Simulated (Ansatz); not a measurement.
# Re2Sb: the cost of one run

Program: Ansatz 0.2.0. Level of theory: DFT PBE, scalar-relativistic, plane waves, PAW. These are calculated values, not measurements.

## 1. The structure to begin with

Symmetry: Pnnm, No. 58, orthorhombic system. The conventional cell has a = 5.559 Å, b = 5.729 Å, c = 3.742 Å, α = 90.00°, β = 90.00°, γ = 90.00°. Re (site symmetry m) is surrounded by 3 Sb at 2.41 to 2.46 Å. Sb (site symmetry 2/m) is surrounded by 6 Re at 2.41 to 2.46 Å.

As a file:

```
Re Sb
1.0
     5.55940    0.00000    0.00000
     0.00000    5.72868    0.00000
     0.00000    0.00000    3.74191
Re Sb
4 2
Direct
  0.22500 0.82500 0.50000
  0.72500 0.67500 0.00000
  0.77500 0.17500 0.50000
  0.27500 0.32500 0.00000
  0.50000 0.50000 0.50000
  0.00000 0.00000 0.00000
```

This is candidate A: CaCl2 type (Pnnm, No. 58).

(A quick probe on a coarse mesh, which set the mesh and smearing, is not shown.)

## 3. Rough relaxation on the coarse mesh (candidate A)

Input file input.yaml:

```yaml
crystal:
  lattice:
    - [5.5594049829, 0.0, 0.0]
    - [0.0, 5.7286817372, 0.0]
    - [0.0, 0.0, 3.7419072001]
  atoms:
    - { symbol: Re, position: [0.225, 0.825, 0.5] }
    - { symbol: Re, position: [0.725, 0.675, 0.0] }
    - { symbol: Re, position: [0.775, 0.175, 0.5] }
    - { symbol: Re, position: [0.275, 0.325, 0.0] }
    - { symbol: Sb, position: [0.5, 0.5, 0.5] }
    - { symbol: Sb, position: [0.0, 0.0, 0.0] }
basis:
  ecutwfc: 420
kpoints:
  mp_grid: { grid: [4, 4, 4] }
hamiltonian:
  xc: pbe
scf:
  occupations: { method: gaussian, width: 0.1 }
  lower_state_search: "off"
output:
  forces: true
  stress: true
  eigenvalues: true
relax:
  adjacent_minimum: "off"
  f_tol: 0.04
  max_steps: 70
  cell: { stress_tol: 0.4 }
```

Started as:

```
> ansatz run input.yaml --threads 1 --pin off --max-ram 2560MiB --backend cpu --events-out ev --progress --plain --runs-dir out
```

What time and memory should one allow on 1 thread of Arm Neoverse N1, shared host?

About 10 min, with a peak of 0.47 GiB.
